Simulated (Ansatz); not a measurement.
# SiC (Moissanite 3C): a point defect seen from the nuclei (In on a Si site), part 2 of 2

How do the nuclei near a point defect see it? The defect is In on a Si site in SiC (Moissanite 3C) (cell charge 0), first unrelaxed. The cell is a supercell built from a COD entry. Planned: a single point, then a relaxation.

Ansatz 0.2.0; DFT, PBE, plane-wave PAW, default files, scalar-relativistic.

## (3) Ions relaxed

input.yaml reads:

```yaml
crystal:
  lattice:
    - [0.0, 6.537, 6.537]
    - [6.537, 0.0, 6.537]
    - [6.537, 6.537, 0.0]
  atoms:
    - { symbol: In, position: [0.0, 0.0, 0.0], spin: 1.0 }
    - { symbol: Si, position: [0.0, 0.0, 0.3333333333] }
    - { symbol: Si, position: [0.0, 0.0, 0.6666666667] }
    - { symbol: Si, position: [0.0, 0.3333333333, 0.0] }
    - { symbol: Si, position: [0.0, 0.3333333333, 0.3333333333] }
    - { symbol: Si, position: [0.0, 0.3333333333, 0.6666666667] }
    - { symbol: Si, position: [0.0, 0.6666666667, 0.0] }
    - { symbol: Si, position: [0.0, 0.6666666667, 0.3333333333] }
    - { symbol: Si, position: [0.0, 0.6666666667, 0.6666666667] }
    - { symbol: Si, position: [0.3333333333, 0.0, 0.0] }
    - { symbol: Si, position: [0.3333333333, 0.0, 0.3333333333] }
    - { symbol: Si, position: [0.3333333333, 0.0, 0.6666666667] }
    - { symbol: Si, position: [0.3333333333, 0.3333333333, 0.0] }
    - { symbol: Si, position: [0.3333333333, 0.3333333333, 0.3333333333] }
    - { symbol: Si, position: [0.3333333333, 0.3333333333, 0.6666666667] }
    - { symbol: Si, position: [0.3333333333, 0.6666666667, 0.0] }
    - { symbol: Si, position: [0.3333333333, 0.6666666667, 0.3333333333] }
    - { symbol: Si, position: [0.3333333333, 0.6666666667, 0.6666666667] }
    - { symbol: Si, position: [0.6666666667, 0.0, 0.0] }
    - { symbol: Si, position: [0.6666666667, 0.0, 0.3333333333] }
    - { symbol: Si, position: [0.6666666667, 0.0, 0.6666666667] }
    - { symbol: Si, position: [0.6666666667, 0.3333333333, 0.0] }
    - { symbol: Si, position: [0.6666666667, 0.3333333333, 0.3333333333] }
    - { symbol: Si, position: [0.6666666667, 0.3333333333, 0.6666666667] }
    - { symbol: Si, position: [0.6666666667, 0.6666666667, 0.0] }
    - { symbol: Si, position: [0.6666666667, 0.6666666667, 0.3333333333] }
    - { symbol: Si, position: [0.6666666667, 0.6666666667, 0.6666666667] }
    - { symbol: C, position: [0.0833333333, 0.0833333333, 0.0833333333] }
    - { symbol: C, position: [0.0833333333, 0.0833333333, 0.4166666667] }
    - { symbol: C, position: [0.0833333333, 0.0833333333, 0.75] }
    - { symbol: C, position: [0.0833333333, 0.4166666667, 0.0833333333] }
    - { symbol: C, position: [0.0833333333, 0.4166666667, 0.4166666667] }
    - { symbol: C, position: [0.0833333333, 0.4166666667, 0.75] }
    - { symbol: C, position: [0.0833333333, 0.75, 0.0833333333] }
    - { symbol: C, position: [0.0833333333, 0.75, 0.4166666667] }
    - { symbol: C, position: [0.0833333333, 0.75, 0.75] }
    - { symbol: C, position: [0.4166666667, 0.0833333333, 0.0833333333] }
    - { symbol: C, position: [0.4166666667, 0.0833333333, 0.4166666667] }
    - { symbol: C, position: [0.4166666667, 0.0833333333, 0.75] }
    - { symbol: C, position: [0.4166666667, 0.4166666667, 0.0833333333] }
    - { symbol: C, position: [0.4166666667, 0.4166666667, 0.4166666667] }
    - { symbol: C, position: [0.4166666667, 0.4166666667, 0.75] }
    - { symbol: C, position: [0.4166666667, 0.75, 0.0833333333] }
    - { symbol: C, position: [0.4166666667, 0.75, 0.4166666667] }
    - { symbol: C, position: [0.4166666667, 0.75, 0.75] }
    - { symbol: C, position: [0.75, 0.0833333333, 0.0833333333] }
    - { symbol: C, position: [0.75, 0.0833333333, 0.4166666667] }
    - { symbol: C, position: [0.75, 0.0833333333, 0.75] }
    - { symbol: C, position: [0.75, 0.4166666667, 0.0833333333] }
    - { symbol: C, position: [0.75, 0.4166666667, 0.4166666667] }
    - { symbol: C, position: [0.75, 0.4166666667, 0.75] }
    - { symbol: C, position: [0.75, 0.75, 0.0833333333] }
    - { symbol: C, position: [0.75, 0.75, 0.4166666667] }
    - { symbol: C, position: [0.75, 0.75, 0.75] }
magnetization:
  spin_polarized: true
kpoints:
  mp_grid: { grid: [3, 3, 3] }
scf:
  occupations: { method: fermi_dirac, width: 0.01 }
hamiltonian:
  xc: pbe
  pseudopotentials: { kind: paw }
output:
  forces: true
  stress: true
  populations: true
  efg: { quadrupole_moments_barn: { In: 0.772 }, contact_densities: true }
relax:
  f_tol: 0.03
  max_steps: 40
```

Run with:

```bash
> ansatz run input.yaml --threads 1 --pin off --max-ram 3072MiB --backend cpu --events-out ev --progress --plain --runs-dir out
```

Log:

```text
[... 1 line left out ...]
Warning: RAYON_NUM_THREADS=1 ignored (pool sized by the plan → 1); use --threads N
In: output.efg is read without spin–orbit coupling, which moves field gradients at and beside such atoms by some per cent and up to a factor of two; PAW files take it under magnetization.noncollinear and magnetization.spin_orbit
Engine: ansatz 0.2.0, aarch64-unknown-linux-gnu
Pseudopotentials: kind: paw
Pseudopotential: In, paw, valence charge 13, recommended cutoff 420 eV (normal), In.paw.azcp
Pseudopotential: Si, paw, valence charge 4, recommended cutoff 420 eV (normal), Si.paw.azcp
Pseudopotential: C, paw, valence charge 4, recommended cutoff 420 eV (normal), C.paw.azcp
Functional definition: PBE
  parameter kappa = 0.804
  parameter beta = 0.06672455060314922
  exchange = pbe_x(kappa = kappa, mu = beta*pi^2/3)
  correlation = pbe_c(beta = beta)
Crystal: 54 atoms, lattice volume = 558.683 Å³
Basis set: ecut = 420 eV, 10969 PW (Γ), exchange–correlation on 128×128×128 points (8 copies of the dense FFT grid, shifted against one another)
Bands: 167, of which v1, the nominal top of the filled ones, is band 113 counted from 1 (112 counted from 0)
Symmetry: 24 space group operations
Space group: F-43m (ITA 216), of the structure as read, at distance tolerance 8.2e-5 Å
Magnetic group: BNS 216.74 (UNI 1576), of the structure as read, at distance tolerance 8.2e-5 Å
k-points: 4 of 27 (time reversal used)
Non-local potential: In, projectors of the file, l = 0: 2, l = 1: 2, l = 2: 2, l = 3: 2
Non-local potential: Si, projectors of the file, l = 0: 2, l = 1: 2, l = 2: 2
Non-local potential: C, projectors of the file, l = 0: 2, l = 1: 2, l = 2: 1
PAW form: soft (Blöchl's): semilocal exchange-correlation on the pseudo side does not see the compensation charge
PAW one-centre angular grid: In, 590 points (default); XC on 64 Gauss nodes
PAW one-centre angular grid: Si, 110 points (default); XC on 64 Gauss nodes
PAW one-centre angular grid: C, 110 points (default); XC on 64 Gauss nodes
Initial density: superposition of atomic densities (chi_scale 0.1, normalization cell, long waves kept (reshape's long-wave potential 0.16 eV rms))
Starting moments: Σ|m| = 1 μB on 1 of 54 sites
Initial wavefunctions: pseudopotential atomic-orbital guess
Functional: x = pbe(κ = 0.804, μ = 0.2195149727645171), c = pbe(β = 0.06672455060314922)
SCF iter   1: F=—  HF=-28955.944553 eV  |F-HF|=—  |Δ(HF+E_count)|=         —  Δρ=7.67e-2 (↑7.67e-2 ↓7.67e-2)  dr2=1.62e2  dr2_m=5.70e-1  M=0.282 μB ∫|m|=0.287 μB  β_m=0.30  ethr=3.10e-3  ⟨swp⟩=6.1  Hψ=5994  notcnv=0  defer=151
preconditioner: auto → Kerker (q_TF=auto, 2.345 Å⁻¹)  [metal: Δε(μ)=0.013 eV  Ē_g=13.217 eV  σ=0.010 eV  W_gap=0.31  n_scr=112 (ndim 8)  ℏωp=23.6 eV  f_vac=0.000  D(μ)=40.82/eV (n_scr^D=458)]
spin=Collinear: Kerker preconditioning applied to the charge; magnetization (m = ρ↑ − ρ↓) channel mixes plain (no charge-response kernel on spin).
SCF iter   2: F=—  HF=-28925.999329 eV  |F-HF|=—  |Δ(HF+E_count)|=    2.99e1  Δρ=4.77e-2 (↑4.77e-2 ↓4.75e-2)  dr2=6.36e1  dr2_m=2.79e-1  M=0.393 μB ∫|m|=0.394 μB  β_m=0.30  ethr=3.10e-3  ⟨swp⟩=2.8  Hψ=2498  notcnv=0  defer=372
SCF iter   3: F=—  HF=-28907.912814 eV  |F-HF|=—  |Δ(HF+E_count)|=    1.81e1  Δρ=1.62e-2 (↑1.57e-2 ↓1.62e-2)  dr2=3.76e0  dr2_m=1.35e-1  M=0.523 μB ∫|m|=0.525 μB  β_m=0.30  ethr=3.10e-3  ⟨swp⟩=4.0  Hψ=2164  notcnv=0  defer=372
SCF iter   4: F=—  HF=-28907.533529 eV  |F-HF|=—  |Δ(HF+E_count)|=   3.79e-1  Δρ=6.01e-3 (↑5.70e-3 ↓6.01e-3)  dr2=5.26e-1  dr2_m=6.72e-2  M=0.554 μB ∫|m|=0.558 μB  β_m=0.30  ethr=1.67e-3  ⟨swp⟩=2.0  Hψ=1608  notcnv=0  defer=372
SCF iter   5: F=—  HF=-28907.534288 eV  |F-HF|=—  |Δ(HF+E_count)|=   7.60e-4  Δρ=3.37e-3 (↑3.37e-3 ↓3.11e-3)  dr2=1.22e-1  dr2_m=3.40e-2  M=0.587 μB ∫|m|=0.593 μB  β_m=0.30  ethr=2.34e-4  ⟨swp⟩=3.2  Hψ=1930  notcnv=0  defer=372
[... 115 lines left out ...]
  atom  35  C  V_zz =    -0.072742   η = 0.1276   by run symmetry: allowed
            electrostatic potential = -418.949054 V   contact ρ = 866.911825 e/Å³   contact ρ_s (e/Å³): all electrons -0.001305, valence +0.002333
  atom  36  C  V_zz =    -0.072742   η = 0.1276   by run symmetry: allowed
            electrostatic potential = -418.949054 V   contact ρ = 866.911825 e/Å³   contact ρ_s (e/Å³): all electrons -0.001305, valence +0.002333
  atom  37  C  V_zz =    -0.443033   η = 0.0603   by run symmetry: allowed
            electrostatic potential = -419.146572 V   contact ρ = 867.080034 e/Å³   contact ρ_s (e/Å³): all electrons +0.012744, valence +0.038840
  atom  38  C  V_zz =    -0.443033   η = 0.0603   by run symmetry: allowed
            electrostatic potential = -419.146572 V   contact ρ = 867.080034 e/Å³   contact ρ_s (e/Å³): all electrons +0.012744, valence +0.038840
  atom  39  C  V_zz =    -0.072742   η = 0.1276   by run symmetry: allowed
            electrostatic potential = -418.949054 V   contact ρ = 866.911825 e/Å³   contact ρ_s (e/Å³): all electrons -0.001305, valence +0.002333
  atom  40  C  V_zz =    -0.443033   η = 0.0603   by run symmetry: allowed
            electrostatic potential = -419.146572 V   contact ρ = 867.080034 e/Å³   contact ρ_s (e/Å³): all electrons +0.012744, valence +0.038840
  atom  41  C  V_zz =    +0.020208   η = 0.0000   by run symmetry: allowed
            electrostatic potential = -418.954827 V   contact ρ = 866.920174 e/Å³   contact ρ_s (e/Å³): all electrons -0.000235, valence +0.002345
  atom  42  C  V_zz =    +0.020208   η = 0.0000   by run symmetry: allowed
            electrostatic potential = -418.954827 V   contact ρ = 866.920174 e/Å³   contact ρ_s (e/Å³): all electrons -0.000235, valence +0.002345
  atom  43  C  V_zz =    -0.072742   η = 0.1276   by run symmetry: allowed
            electrostatic potential = -418.949054 V   contact ρ = 866.911825 e/Å³   contact ρ_s (e/Å³): all electrons -0.001305, valence +0.002333
  atom  44  C  V_zz =    +0.020208   η = 0.0000   by run symmetry: allowed
            electrostatic potential = -418.954827 V   contact ρ = 866.920174 e/Å³   contact ρ_s (e/Å³): all electrons -0.000235, valence +0.002345
  atom  45  C  V_zz =    -0.072742   η = 0.1276   by run symmetry: allowed
            electrostatic potential = -418.949054 V   contact ρ = 866.911825 e/Å³   contact ρ_s (e/Å³): all electrons -0.001305, valence +0.002333
  atom  46  C  V_zz =    +0.752260   η = 0.0000   by run symmetry: allowed
            electrostatic potential = -419.314746 V   contact ρ = 867.401366 e/Å³   contact ρ_s (e/Å³): all electrons +0.036712, valence +0.099236
  atom  47  C  V_zz =    -0.072742   η = 0.1276   by run symmetry: allowed
            electrostatic potential = -418.949054 V   contact ρ = 866.911825 e/Å³   contact ρ_s (e/Å³): all electrons -0.001305, valence +0.002333
  atom  48  C  V_zz =    -0.072742   η = 0.1276   by run symmetry: allowed
            electrostatic potential = -418.949054 V   contact ρ = 866.911825 e/Å³   contact ρ_s (e/Å³): all electrons -0.001305, valence +0.002333
  atom  49  C  V_zz =    -0.072742   η = 0.1276   by run symmetry: allowed
            electrostatic potential = -418.949054 V   contact ρ = 866.911825 e/Å³   contact ρ_s (e/Å³): all electrons -0.001305, valence +0.002333
  atom  50  C  V_zz =    +0.020208   η = 0.0000   by run symmetry: allowed
            electrostatic potential = -418.954827 V   contact ρ = 866.920174 e/Å³   contact ρ_s (e/Å³): all electrons -0.000235, valence +0.002345
  atom  51  C  V_zz =    -0.072742   η = 0.1276   by run symmetry: allowed
            electrostatic potential = -418.949054 V   contact ρ = 866.911825 e/Å³   contact ρ_s (e/Å³): all electrons -0.001305, valence +0.002333
  atom  52  C  V_zz =    -0.072742   η = 0.1276   by run symmetry: allowed
            electrostatic potential = -418.949054 V   contact ρ = 866.911825 e/Å³   contact ρ_s (e/Å³): all electrons -0.001305, valence +0.002333
  atom  53  C  V_zz =    -0.072742   η = 0.1276   by run symmetry: allowed
            electrostatic potential = -418.949054 V   contact ρ = 866.911825 e/Å³   contact ρ_s (e/Å³): all electrons -0.001305, valence +0.002333
  atom  54  C  V_zz =    +0.000000   η = 0.0000   by run symmetry: forbidden
            electrostatic potential = -418.969983 V   contact ρ = 866.926763 e/Å³   contact ρ_s (e/Å³): all electrons -0.000754, valence +0.000378
--- Band table (eV; the first three rows and the last of 8) ---
[... 4 lines left out ...]
--- Relaxed structure (4 steps of the walk, 4 accepted, 0 SCFs on fresh bases) ---
  F+E_penalty+E_count = -28910.42927493 eV   max|allowed force component| = 1.140e-2 eV/Å
  atoms:
[... 54 lines left out ...]
--- Löwdin populations: 54 sites ---
  site symbol       q [e]    m [muB]
[... 54 lines left out ...]
  spilling = 0.009228 (of n_electrons = 225.000000)
```

Wall time 6.6 min (1 thread of Arm Neoverse V2, shared host); peak memory 1.8 GiB.

The steps of the relaxation:

| step | energy change (eV) | largest force component (eV/Å) |
| --- | --- | --- |
| 1 | 0.0000 | 4.211 |
| 2 | -2.6342 | 0.972 |
| 3 | -2.8838 | 0.108 |
| 4 | -2.8910 | 0.011 |

Atom 28 and its like (C) moved farthest, 0.225 Å; the mean move was 0.023 Å.

State: no gap over 0.1 eV on the mesh, largest force 0.012 eV/Å, pressure 7.4 GPa, net moment 0.78 μB.

What changed since step 2 (V_zz in 10²¹ V/m²):

| site | atoms | V_zz, PBE | V_zz, PBE relaxed | η, PBE | η, PBE relaxed | m, PBE (μB) | m, PBE relaxed (μB) |
| --- | --- | --- | --- | --- | --- | --- | --- |
| In | 1 | 0.00 | 0.00 | – | – | 0.03 | 0.02 |
| C28 | 28, 30, 34, … | -0.16 | 0.75 | 0.00 | 0.00 | 0.06 | 0.06 |
| Si2 | 2, 3, 4, … | -0.26 | -0.97 | 0.15 | 0.66 | 0.00 | 0.00 |
| C33 | 33, 35, 36, … | 0.040 | -0.073 | 0.93 | 0.13 | 0.01 | 0.00 |
| Si15 | 15, 17, 18, … | -0.008 | -0.068 | 0.24 | 0.38 | 0.00 | 0.00 |
| C29 | 29, 31, 32, … | -0.018 | -0.44 | 0.59 | 0.06 | 0.02 | 0.03 |
| Si5 | 5, 11, 13, … | 0.033 | 0.040 | 0.00 | 0.00 | 0.00 | 0.00 |
| Si9 | 9, 21, 25, … | <0.01 | -0.028 | – | 0.00 | 0.00 | 0.00 |
| C41 | 41, 42, 44, … | 0.010 | 0.020 | 0.00 | 0.00 | 0.00 | 0.00 |
| C54 | 54 | 0.00 | 0.00 | – | – | 0.00 | 0.00 |

The printed gradients, by site:

| site | atoms | distance from the defect (Å) | V_zz (10²¹ V/m²) | η | C_Q (MHz) | m (μB) | B_c (T) |
| --- | --- | --- | --- | --- | --- | --- | --- |
| In | 1 | 0.00 | 0.00 | – | 0 (¹¹⁵In) | 0.02 | -6.8 |
| C28 | 28, 30, 34, 46 | 2.11 | 0.75 | 0.00 | – | 0.06 | 0.3 |
| Si2 | 2, 3, 4, 6, … | 3.11 | -0.97 | 0.66 | – | 0.00 | -0.4 |
| C33 | 33, 35, 36, 39, … | 3.61 | -0.073 | 0.13 | – | 0.00 | 0.0 |
| Si15 | 15, 17, 18, 23, … | 4.36 | -0.068 | 0.38 | – | 0.00 | -0.1 |
| C29 | 29, 31, 32, 37, … | 4.75 | -0.44 | 0.06 | – | 0.03 | 0.1 |
| Si9 | 9, 21, 25, 27 | 5.34 | -0.028 | 0.00 | – | 0.00 | -0.1 |
| Si5 | 5, 11, 13, 14 | 5.34 | 0.040 | 0.00 | – | 0.00 | -0.3 |
| C54 | 54 | 5.66 | 0.00 | – | – | 0.00 | 0.0 |
| C41 | 41, 42, 44, 50 | 5.66 | 0.020 | 0.00 | – | 0.00 | 0.0 |

Direction of the V_zz axis (Cartesian unit vector):

| site | atom | x | y | z |
| --- | --- | --- | --- | --- |
| Si2 | 2 | -0.20 | -0.20 | 0.96 |
| Si5 | 5 | -0.58 | 0.58 | 0.58 |
| Si15 | 15 | -0.71 | 0.71 | 0.00 |
| C28 | 28 | 0.58 | 0.58 | 0.58 |
| C29 | 29 | 0.71 | 0.71 | 0.00 |
| C33 | 33 | -0.47 | 0.47 | 0.74 |

The sizes of the gradients above 0.15 moved by over a factor of two in the median, over a factor of two at the site that moves most (small gradients counted from 0.15; C28, -0.16 to 0.75), with a change of sign at C28.

## (4) What came out

This closing draws on all 2 parts.

| quantity | value |
| --- | --- |
| state (step 3) | no gap over 0.1 eV on the mesh, largest force 0.012 eV/Å, pressure 7.4 GPa, net moment 0.78 μB |
| V_zz by site, step 3 (10²¹ V/m²) | In 0.00, C28 0.75, Si2 -0.97, C33 -0.073, Si15 -0.068, C29 -0.44, Si9 -0.028, Si5 0.040, … |
| step 3 (ions relaxed) against step 2 | over a factor of two in the median, over a factor of two at the site that moves most (small gradients counted from 0.15; C28, -0.16 to 0.75), with a change of sign at C28 |

What this shows: The largest gradient sits at Si2 (4 C at 1.84–1.89 Å). The net moment, 0.78 μB, is not a whole number, so some states are partly filled and this isn't the spin of an isolated centre. The relaxation kept the symmetry F-43m, so a distorted place of lower energy may have been missed. With states at the Fermi level, this mesh doesn't settle the gradients near the defect. Moves of at most 0.23 Å on relaxation changed gradients by over a factor of two in size (gradients over 0.15 counted), so at some sites the starting positions were a poor guide. The defect repeats with the cell of 54 atoms, so it feels its images: sites between two images don't show the values beside a lone defect, and zeros or small values of η there can come from the images' arrangement. The relaxation keeps the site symmetry -43m of the start, so the impurity can't leave its site; a distortion that would localise the carrier isn't explored. The defect cell has no gap above 0.1 eV on its mesh, so the values hang on the smearing and the k-mesh. The cell keeps the host's lattice, where the PBE pressure is 7 GPa. The program warns that gradients near heavy atoms lack spin–orbit coupling.
